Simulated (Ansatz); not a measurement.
# CH₂OSSe: basis-set convergence

How large a basis does CH₂OSSe need? Two functionals are run in growing sets.

The runs use Ansatz 0.2.0, Gaussian basis; one geometry, several basis sets.

The runs, in order: PBE0-D4/def2-SVP; ωB97M-V/def2-SVP; PBE0-D4/def2-QZVPP; ωB97M-V/def2-QZVPP; the functionals' def2-TZVPP values are taken from earlier runs.

**1. The geometry**

The geometry comes from an earlier relaxation with PBE0-D4 in a triple-zeta def2 set; it is a stationary point.

SMILES `O=C(S)[SeH]`, 6 atoms, charge 0, spin multiplicity 1.

Atoms are counted from 1 here; the program's logs count them from 0.

Bond lengths: O1–C2 1.190 Å, C2–S3 1.774 Å, C2–Se4 1.941 Å, S3–H5 1.340 Å, Se4–H6 1.467 Å. Angles: O1–C2–S3 120.3°, O1–C2–Se4 118.9°, S3–C2–Se4 120.7°, C2–S3–H5 97.8°, C2–Se4–H6 97.4°.

**2. PBE0-D4 in def2-SVP**

in.yaml

```yaml
crystal:
  periodic: [false, false, false]
  atoms:
    - {symbol: O, position_ang: [-0.734507, -1.521980, 1.141061]}
    - {symbol: C, position_ang: [-0.277924, -0.656748, 0.462726]}
    - {symbol: S, position_ang: [1.241873, -0.914481, -0.415205]}
    - {symbol: Se, position_ang: [-1.222761, 1.033767, 0.335720]}
    - {symbol: H, position_ang: [1.325764, 0.291173, -0.993046]}
    - {symbol: H, position_ang: [-0.290444, 1.704170, -0.577358]}
basis:
  gaussian: {orbitals: def2-SVP}
hamiltonian: {xc: pbe0, dispersion: d4}
output: {orbitals: {seedname: orbitals}}
```

Run with:

```sh
$ ansatz run in.yaml --threads 2 --pin off --events-out ev --progress --plain --max-ram 4352MiB
```

Further steps of the session: ωB97M-V in def2-SVP; PBE0-D4 in def2-QZVPP; ωB97M-V in def2-QZVPP.

Q: Predict the results of all the runs planned. Wanted: PBE0-D4: double and triple zeta above quadruple; ωB97M-V: double and triple zeta above quadruple.

**Answer**, as computed:

| quantity | value |
| --- | --- |
| PBE0-D4: double and triple zeta above quadruple | 17.36, 1.88 eV |
| ωB97M-V: double and triple zeta above quadruple | 17.33, 1.81 eV |

What this shows: For PBE0-D4 the step from double to triple zeta gains 15.48 eV and the next only 1.88 eV. Total energies overstate the basis error of differences, where much of it tends to cancel.
